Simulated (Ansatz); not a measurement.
This script makes a test of scalar relativity of GeLi with Ansatz 0.2.0, Python API.

`geli_x2c.py`:
```python
# -*- coding: utf-8 -*-
'''Scalar relativity in GeLi.'''

import ansatz as az
import numpy as np

GEOMETRY = '''
Li    0.00000    0.00000    0.00000
Ge    0.00000    0.00000    2.44500
'''

geli = az.Crystal.molecule()
for line in GEOMETRY.strip().splitlines():
    symbol, *xyz = line.split()
    geli = geli.atom(symbol, [float(v) for v in xyz])

model = geli.calculation()
model = model.functional('HF')
model = model.spin('collinear', total=1)
model = model.forces()
# a set contracted for a scalar-relativistic Hamiltonian goes with the relativistic run
sets = {'none': 'cc-pVTZ', 'scalar': 'cc-pVTZ-DK'}
found = {kind: model.basis(gaussian=basis).pseudopotentials(relativity=kind).run(threads=1).report for kind, basis in sets.items()}
for kind, each in found.items():
    dipole = 4.803205 * np.linalg.norm(each['charge_distribution']['dipole_moment_e_ang'])
    print(f'{kind:7s} E = {each["free_energy_ev"]:.4f} eV  dipole {dipole:.3f} D  largest force component {np.abs(each["forces_ev_ang"]).max():.4f} eV/A')
print(f'relativity lowers the total energy by {found["none"]["free_energy_ev"] - found["scalar"]["free_energy_ev"]:.3f} eV')
```

What does scalar relativity change in the total energy and in the dipole?

The total moves by -590.6 eV, nearly all in the cores, and the dipole from 6.33 to 6.27 D.

The run itself:

`python geli_x2c.py` gives:
```text
none    E = -56676.4886 eV  dipole 6.330 D  largest force component 0.1708 eV/A
scalar  E = -57267.0477 eV  dipole 6.266 D  largest force component 0.1459 eV/A
relativity lowers the total energy by 590.559 eV
```

Notes:
- Total energies depend on the basis set; only differences at equal settings carry meaning.
- The geometry is a force-field or estimated start, not a minimum of this method. The basis set changes with the Hamiltonian (a set recontracted for scalar relativity), and most of the change in the total lies in the cores.
- The species is open-shell (spin multiplicity 2).
- The expectation value of S² is noticeably off S(S+1) in at least one run, so that state is spin-contaminated.
- The spin state was assumed, and another may lie lower.
- Timing: 12 s on 1 thread of Arm Neoverse V2, on a shared host, peak memory 0.24 GiB.
